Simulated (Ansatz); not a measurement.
## Ni, space group Im-3m: cell relaxations under several functionals

Computed with Ansatz 0.2.0 through its Python package.

`lattice.py`:
```python
"""Relaxed cell of Ni under several functionals."""

import logging
import sys

import ansatz as az
import numpy as np

logging.basicConfig(stream=sys.stdout, format="%(levelname)s:%(name)s:%(message)s")
logger = logging.getLogger("run")
logger.setLevel(logging.INFO)

def edges_and_angles(cell):
    cell = np.asarray(cell)
    a, b, c = np.linalg.norm(cell, axis=1)
    cosines = cell[1] @ cell[2] / (b * c), cell[0] @ cell[2] / (a * c), cell[0] @ cell[1] / (a * b)
    return (a, b, c, *np.degrees(np.arccos(cosines)))

ni = (
    az.Lattice.bcc(2.76743094)
    .space_group(229)
    .atom("Ni", (0.0, 0.0, 0.0))
    .primitive()
    .moments(Ni=2.0)
)

base = (
    ni.calculation()
    .kpoints(17)  # the mesh must be finer for metals
    .occupations("Fermi-Dirac", width=0.15)
    .spin(az.SpinTreatment.COLLINEAR)
    .relax(cell=True, force_tolerance=0.02)  # relax until the tolerances are met
)

levels = [("pbesol", "none"), ("r2scan", "d4"), ("pbesol", "d3bj")]
logger.info("level            a       b       c    alpha   beta  gamma  V/atom  steps")
for name, dispersion in levels:
    seen = []
    run = base.functional(name, dispersion=dispersion).session().plan()
    result = run.execute(on_event=lambda e: seen.append(e) if e["event"] == "relax_step" else None)
    cell = result.lattice.cell_ang
    label = name if dispersion == "none" else f"{name}+{dispersion}"
    print("{:13s} {:7.4f} {:7.4f} {:7.4f} {:6.2f} {:6.2f} {:6.2f}".format(label, *edges_and_angles(cell)), f"{abs(np.linalg.det(cell)) / len(result.lattice.sites):7.3f} {len(seen):5d}")
```

```console
$ python lattice.py
INFO:run:level            a       b       c    alpha   beta  gamma  V/atom  steps
DeckWarning: basis.ecutwfc = 420 eV, auto-derived from the records' recommended cutoffs: set by Ni (normal level)
pbesol         2.3882  2.3882  2.3882 109.47 109.47 109.47  10.486     4
DeckWarning: basis.ecutwfc = 500 eV, auto-derived from the records' recommended cutoffs: set by Ni (their level for a meta-GGA)
r2scan+d4      2.3908  2.3908  2.3908 109.47 109.47 109.47  10.520     4
pbesol+d3bj    2.3639  2.3639  2.3639 109.47 109.47 109.47  10.169     5
```
(Warnings from the package without file and line.)

From smallest to largest: PBEsol+D3BJ (10.17 Å³ an atom, -4.0 % against the start), PBEsol (10.49 Å³ an atom, -1.1 % against the start) and r2SCAN+D4 (10.52 Å³ an atom, -0.7 % against the start). The spread is 3.5 % in volume.

Notes:
- Other magnetic orders than the one started from may lie lower.
- Dispersion corrections can be off by several per cent in the lattices of metals, and by several GPa in the pressure at a fixed cell.
- Edges and angles are those of the cell as typed, here a primitive one, not of the conventional cell.
- r2SCAN tends to overestimate the moments of itinerant magnets.
- This isn't the structure that Ni takes at ambient conditions.
- Hardware and time: 86 s on 1 thread of Arm Neoverse V1, on a shared host, peak memory 0.45 GiB.

(A comment or docstring line of the script was reworded after the run, the code is as it ran.)
